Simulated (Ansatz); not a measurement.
# (BeO)4 ring (Be4O4): structure and electronic state

What does (BeO)4 ring (Be4O4) look like as a singlet, and where do its frontier electrons sit?

Method: RKS PBE0-D4/def2-TZVP; program: Ansatz 0.2.0, Gaussian basis.

The runs, in order: relaxation at PBE-D4/def2-SVP; a search for the lowest solution at PBE0-D4/def2-SVP; a single point at PBE0-D4/def2-TZVP.

## Step 1: Where the work starts

8 atoms, charge 0, spin multiplicity 1.

Atoms are counted from 1 here; the program's logs count them from 0.

Bond lengths: Be1–O2 1.410 Å, Be1–O8 1.410 Å, O2–Be3 1.410 Å, Be3–O4 1.410 Å, O4–Be5 1.410 Å, Be5–O6 1.410 Å, O6–Be7 1.410 Å, Be7–O8 1.409 Å. Angles: O2–Be1–O8 148.8°, Be1–O2–Be3 121.2°, O2–Be3–O4 148.7°, Be3–O4–Be5 121.3°, O4–Be5–O6 148.7°, Be5–O6–Be7 121.2°, O6–Be7–O8 148.8°, Be1–O8–Be7 121.3°.

The start is a GFN2-xTB geometry.

## Step 2: Relaxation at PBE-D4/def2-SVP

in.yaml

```yaml
crystal:
  periodic: [false, false, false]
  atoms:
    - {symbol: Be, position_ang: [1.008820, -0.961530, 1.036950]}
    - {symbol: O, position_ang: [-0.305240, -1.426350, 1.249950]}
    - {symbol: Be, position_ang: [-1.399480, -0.863050, 0.562000]}
    - {symbol: O, position_ang: [-1.881350, 0.075890, -0.373120]}
    - {symbol: Be, position_ang: [-1.008590, 0.960450, -1.038830]}
    - {symbol: O, position_ang: [0.305430, 1.426270, -1.249380]}
    - {symbol: Be, position_ang: [1.398990, 0.864190, -0.559880]}
    - {symbol: O, position_ang: [1.881420, -0.075860, 0.372300]}
basis:
  gaussian: {orbitals: def2-SVP}
hamiltonian: {xc: pbe, dispersion: d4}
scf: {omitted_lower_state_checks: [starts]}
output: {orbitals: {seedname: orbitals}}
relax: {f_tol: 0.02, max_steps: 100}
```

Run with:

```sh
ansatz run in.yaml --threads 4 --pin off --events-out ev --progress --plain --max-ram 3916MiB
```

After this run come: Searching for the lowest solution, PBE0-D4/def2-SVP; Single point, PBE0-D4/def2-TZVP.

**Question.** What will the summary of the whole plan be? Wanted: point group; commonest bond; HOMO, LUMO at PBE0-D4/def2-TZVP; dipole at PBE-D4/def2-SVP.

**Answer**, as computed:

| quantity | value |
| --- | --- |
| point group | D4h |
| commonest bond | Be–O, 8 of mean length 1.456 Å |
| HOMO, LUMO at PBE0-D4/def2-TZVP | -8.47, -1.19 eV |
| dipole at PBE-D4/def2-SVP | 0.00 D |

In words: The molecule keeps its bonding pattern by the stored test; the atoms moved 0.07 Å (rms). No usable vibrations, so a minimum isn't proven.
